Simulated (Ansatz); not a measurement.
# AlW8C8Cl3: the cost of one run

All numbers below are computed with Ansatz 0.2.0 (DFT PBEsol, plane waves, PAW, scalar-relativistic, no spin polarisation).

The COD cell was measured well above room temperature, so it is larger than a cold one.

## (1) Starting point

The cell holds 20 atoms (C8AlCl3W8): a = 5.693 Å, b = 5.693 Å, c = 17.193 Å, α = 90.00°, β = 90.00°, γ = 120.00°.

Its coordinates follow in the input file.

## (2) Relaxing the start

Input file input.yaml:

```yaml
accuracy: low
crystal:
  lattice:
    - [5.69296, 0.0, 0.0]
    - [-2.84648, 4.930248, 0.0]
    - [0.0, 0.0, 17.19313]
  atoms:
    - { symbol: W, position: [0.0, 0.0, 0.0581628] }
    - { symbol: C, position: [0.3333333, 0.1666667, 0.1394574] }
    - { symbol: W, position: [0.0, 0.0, 0.2207521] }
    - { symbol: C, position: [0.3333333, 0.1666667, 0.3020468] }
    - { symbol: W, position: [0.0, 0.5, 0.0581628] }
    - { symbol: C, position: [0.3333333, 0.6666667, 0.1394574] }
    - { symbol: W, position: [0.0, 0.5, 0.2207521] }
    - { symbol: C, position: [0.3333333, 0.6666667, 0.3020468] }
    - { symbol: W, position: [0.5, 0.0, 0.0581628] }
    - { symbol: C, position: [0.8333333, 0.1666667, 0.1394574] }
    - { symbol: W, position: [0.5, 0.0, 0.2207521] }
    - { symbol: C, position: [0.8333333, 0.1666667, 0.3020468] }
    - { symbol: W, position: [0.5, 0.5, 0.0581628] }
    - { symbol: C, position: [0.8333333, 0.6666667, 0.1394574] }
    - { symbol: W, position: [0.5, 0.5, 0.2207521] }
    - { symbol: C, position: [0.8333333, 0.6666667, 0.3020468] }
    - { symbol: Al, position: [0.8692092, 0.4332456, 0.3852196] }
    - { symbol: Cl, position: [0.5716329, 0.0279496, 0.4032791] }
    - { symbol: Cl, position: [1.2744977, 0.5409681, 0.4032791] }
    - { symbol: Cl, position: [0.7614969, 0.7308191, 0.4032791] }
basis:
  ecutwfc: 420.0
kpoints:
  mp_grid: { grid: [3, 3, 1] }
hamiltonian:
  xc: pbesol
  pseudopotentials: { kind: paw, azcp: { folder: soft_1 } }
scf:
  occupations: { method: fermi_dirac, width: 0.05 }
  lower_state_search: "off"
relax:
  f_tol: 0.08
  max_steps: 25
  adjacent_minimum: "off"
  constraints: [{ sites: [0, 4, 8, 12] }]
```

The run is started by

```bash
ansatz run input.yaml --threads 2 --pin off --max-ram 5120MiB --backend cpu --events-out ev --progress --plain --runs-dir out
```

What time and memory should one allow on 2 threads of Arm Neoverse V2, shared host?

About 3.2 min, with a peak of 0.92 GiB.
